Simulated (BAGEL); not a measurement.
# SiH4O4 (SMILES O[Si](O)(O)O), step by step

Aim: a single-point energy (HF/def2-SV(P)), then the energy (NEVPT2(2,2)/def2-SV(P)) of SiH4O4. 

The calculation is run with BAGEL 1.2.2.

1 further run of the same task is left out (set aside as unsound or not needed).

### Step 1. The molecule

SiH4O4: 9 atoms, total charge 0, spin state singlet. As SMILES, `O[Si](O)(O)O`. One bond was lengthened or shortened from a relaxed shape.

Bond lengths: O1–Si2 1.631 Å, Si2–O3 1.631 Å, Si2–O4 1.631 Å, Si2–O5 1.631 Å, O1–H6 0.958 Å, O3–H7 0.958 Å, O4–H8 0.814 Å, O5–H9 0.958 Å. Angles: O1–Si2–O3 106.4°, O1–Si2–O4 115.8°, O1–Si2–O5 106.4°, O3–Si2–O4 106.4°, O3–Si2–O5 115.8°, O4–Si2–O5 106.4°, Si2–O1–H6 116.6°, Si2–O3–H7 116.6°, Si2–O4–H8 116.6°, Si2–O5–H9 116.6°.

### Step 2. A single-point energy at HF/def2-SV(P) (density fitting with svp-jkfit) (run 1)

File calc.json:

```json
{ "bagel": [

{
  "title": "molecule",
  "basis": "def2-sv_p_.json",
  "df_basis": "svp-jkfit",
  "angstrom": "true",
  "geometry": [
    { "atom": "O", "xyz": [      -1.077781,       0.712325,      -0.988776 ] },
    { "atom": "Si", "xyz": [      -0.108721,      -0.063995,       0.068744 ] },
    { "atom": "O", "xyz": [       1.418879,       0.369655,      -0.303366 ] },
    { "atom": "O", "xyz": [      -0.151871,      -1.693305,       0.008884 ] },
    { "atom": "O", "xyz": [      -0.624131,       0.355345,       1.558244 ] },
    { "atom": "H", "xyz": [      -0.748191,       0.805725,      -1.883546 ] },
    { "atom": "H", "xyz": [       2.117549,      -0.199195,       0.022594 ] },
    { "atom": "H", "xyz": [      -0.768040,      -2.056130,       0.398680 ] },
    { "atom": "H", "xyz": [      -0.927521,       1.257395,       1.668824 ] }
  ]
},

{ "title": "hf" },

{ "title": "print", "file": "orbitals.molden", "orbitals": "true" }

]}
```

The basis set def2-SV(P) is read from a file made from the Basis Set Exchange's data (not shown).

The run is started by

```console
$ BAGEL_NUM_THREADS=1 BAGEL calc.json > calc.out
```

Standard output:

```text
* using 1 threads per process

  ===============================================================
  ===============================================================

  *** Geometry ***

  { "atom" : "O", "xyz" : [     -2.036711,      1.346099,     -1.868516 ] },
  { "atom" : "Si", "xyz" : [     -0.205453,     -0.120933,      0.129907 ] },
  { "atom" : "O", "xyz" : [      2.681293,      0.698547,     -0.573279 ] },
  { "atom" : "O", "xyz" : [     -0.286995,     -3.199883,      0.016788 ] },
  { "atom" : "O", "xyz" : [     -1.179437,      0.671505,      2.944654 ] },
  { "atom" : "H", "xyz" : [     -1.413876,      1.522600,     -3.559386 ] },
  { "atom" : "H", "xyz" : [      4.001588,     -0.376424,      0.042696 ] },
  { "atom" : "H", "xyz" : [     -1.451385,     -3.885523,      0.753396 ] },
  { "atom" : "H", "xyz" : [     -1.752761,      2.376132,      3.153620 ] },

  Number of auxiliary basis functions:      508

  Since a DF basis is specified, we compute 2- and 3-index integrals:
    o Being stored without compression. Storage requirement is 0.027 GB

  Number of basis functions:       82
  Number of electrons      :       50

    * METHOD: MOLECULE                             0.17

  *** RHF ***

  === Nuclear Repulsion ===
   271.0382284103

      * DIIS with orbital gradients will be used.

  === RHF iteration (def2-sv_p_.json) ===
      0       -590.10935095          0.02748392           0.07
      1       -590.39302002          0.01605071           0.06
      2       -590.51799849          0.00104873           0.06
      3       -590.51884579          0.00018634           0.06
      4       -590.51886908          0.00008190           0.07
      5       -590.51887316          0.00001776           0.05
      6       -590.51887355          0.00000414           0.05
      7       -590.51887357          0.00000082           0.05
      8       -590.51887357          0.00000023           0.05
      9       -590.51887357          0.00000009           0.06
     10       -590.51887357          0.00000003           0.08
     11       -590.51887357          0.00000001           0.05
    * SCF iteration converged.

    * Permanent dipole moment:
           (   -0.059068,    -0.058877,     0.036362) a.u.

    * METHOD: HF                                   0.84

    * METHOD: PRINT                                0.01

  ===============================================================
```

Run time: 1.4 s. Hardware: 1 thread of Intel Xeon 6975P-C (Granite Rapids), shared host; peak memory 0.15 GiB.

### Step 3. A single-point energy at NEVPT2(2,2)/def2-SV(P) (density fitting with svp-jkfit) (run 2)

File input.json:

```json
{ "bagel": [

{
  "title": "molecule",
  "basis": "def2-sv_p_.json",
  "df_basis": "svp-jkfit",
  "angstrom": true,
  "geometry": [
    { "atom": "O", "xyz": [   -1.077781,    0.712325,   -0.988776 ] },
    { "atom": "Si", "xyz": [   -0.108721,   -0.063995,    0.068744 ] },
    { "atom": "O", "xyz": [    1.418879,    0.369655,   -0.303366 ] },
    { "atom": "O", "xyz": [   -0.151871,   -1.693305,    0.008884 ] },
    { "atom": "O", "xyz": [   -0.624131,    0.355345,    1.558244 ] },
    { "atom": "H", "xyz": [   -0.748191,    0.805725,   -1.883546 ] },
    { "atom": "H", "xyz": [    2.117549,   -0.199195,    0.022594 ] },
    { "atom": "H", "xyz": [   -0.768040,   -2.056130,    0.398680 ] },
    { "atom": "H", "xyz": [   -0.927521,    1.257395,    1.668824 ] }
  ]
},
{
  "title": "hf"
},
{
  "title": "casscf",
  "nstate": 1,
  "nact": 2,
  "nclosed": 24,
  "active": [10, 29],
  "maxiter": 200,
  "natocc": true
},
{
  "title": "nevpt2",
  "nstate": 1,
  "nact": 2,
  "nclosed": 24,
  "active": [10, 29],
  "maxiter": 200,
  "natocc": true,
  "ncore": 9
},
{
  "title": "print",
  "file": "orbitals.molden",
  "orbitals": true
}

]}
```

The basis set def2-SV(P) is read from a file made from the Basis Set Exchange's data (not shown).

The run is started by

```console
$ BAGEL_NUM_THREADS=1 BAGEL input.json > input.out
```

Standard output:

```text
* using 1 threads per process

  ===============================================================
  ===============================================================

  *** Geometry ***

  { "atom" : "O", "xyz" : [     -2.036711,      1.346099,     -1.868516 ] },
  { "atom" : "Si", "xyz" : [     -0.205453,     -0.120933,      0.129907 ] },
  { "atom" : "O", "xyz" : [      2.681293,      0.698547,     -0.573279 ] },
  { "atom" : "O", "xyz" : [     -0.286995,     -3.199883,      0.016788 ] },
  { "atom" : "O", "xyz" : [     -1.179437,      0.671505,      2.944654 ] },
  { "atom" : "H", "xyz" : [     -1.413876,      1.522600,     -3.559386 ] },
  { "atom" : "H", "xyz" : [      4.001588,     -0.376424,      0.042696 ] },
  { "atom" : "H", "xyz" : [     -1.451385,     -3.885523,      0.753396 ] },
  { "atom" : "H", "xyz" : [     -1.752761,      2.376132,      3.153620 ] },

  Number of auxiliary basis functions:      508

  Since a DF basis is specified, we compute 2- and 3-index integrals:
    o Being stored without compression. Storage requirement is 0.027 GB

  Number of basis functions:       82
  Number of electrons      :       50

    * METHOD: MOLECULE                             0.23

  *** RHF ***

  === Nuclear Repulsion ===
   271.0382284103

      * DIIS with orbital gradients will be used.

  === RHF iteration (def2-sv_p_.json) ===
      0       -590.10935095          0.02748392           0.06
      1       -590.39302002          0.01605071           0.06
      2       -590.51799849          0.00104873           0.06
      3       -590.51884579          0.00018634           0.06
      4       -590.51886908          0.00008190           0.06
      5       -590.51887316          0.00001776           0.06
      6       -590.51887355          0.00000414           0.06
      7       -590.51887357          0.00000082           0.06
      8       -590.51887357          0.00000023           0.06
      9       -590.51887357          0.00000009           0.06
     10       -590.51887357          0.00000003           0.06
     11       -590.51887357          0.00000001           0.06
    * SCF iteration converged.

    * Permanent dipole moment:
           (   -0.059068,    -0.058877,     0.036362) a.u.

    * METHOD: HF                                   0.84

  ---------------------------
      CASSCF calculation
  ---------------------------

    ==== Active orbitals : =====
         Orbital 10
         Orbital 29
    ============================

    * nstate   :      1
    * nclosed  :     24
    * nact     :      2
    * nvirt    :     56
  === CASSCF iteration (def2-sv_p_.json) ===

    * Using the second-order algorithm

      0  0      -590.51895320     2.74e-05      0.02

      1  0      -590.52198211     4.28e-04      0.27

      2  0      -590.53328167     5.60e-04      0.38

      3  0      -590.53485566     1.28e-04      0.41

      4  0      -590.53489962     2.02e-05      0.32

      5  0      -590.53490018     5.75e-06      0.29

      6  0      -590.53490019     1.57e-06      0.33

      7  0      -590.53490019     4.10e-07      0.34

      8  0      -590.53490019     1.05e-07      0.29

      9  0      -590.53490019     2.67e-08      0.28

     10  0      -590.53490019     6.78e-09      0.24

    * Second-order optimization converged. *

     guess   0:   closed 1.                   open ..

  === FCI iteration ===

      0  0      -590.51878702     1.07e-01      0.00
      1  0      -590.53488825     2.19e-03      0.00
      2  0 *    -590.53490019     1.29e-15      0.00

     * ci vector, state   0, <S^2> = 0.0000
       2.     0.9971703777
       .2    -0.0751747149

    * METHOD: CASSCF                               3.31

    * freezing 9 orbitals

  === DF-NEVPT2 calculation ===

    * 3-index integral transformation done
    * assembly done

      NEVPT2 correlation energy:   -0.7849987941      0.14

          (+0)     -0.7166094343
          (+0)'    -0.0324340903
          (+1)     -0.0036210117
          (+1)'    -0.0000000000
          (+2)     -0.0002994944
          (-1)     -0.0269076114
          (-1)'     0.0000000000
          (-2)     -0.0051271520

      NEVPT2 total energy:       -591.3198989875

    * METHOD: NEVPT2                               0.25

    * METHOD: PRINT                                0.01

  ===============================================================
```

Run time: 5.1 s. Hardware: 1 thread of Intel Xeon 6975P-C (Granite Rapids), shared host; peak memory 0.15 GiB.

### Step 4. Outcome

```
                                   quantity          value
         run 1, HF/def2-SV(P): total energy  -590.51887 Eh
        run 1, HF/def2-SV(P): dipole moment         0.23 D
          run 1, HF/def2-SV(P): HOMO energy      -13.67 eV
          run 1, HF/def2-SV(P): LUMO energy        4.32 eV
        run 1, HF/def2-SV(P): HOMO–LUMO gap       17.99 eV
run 2, NEVPT2(2,2)/def2-SV(P): total energy  -591.31990 Eh
```
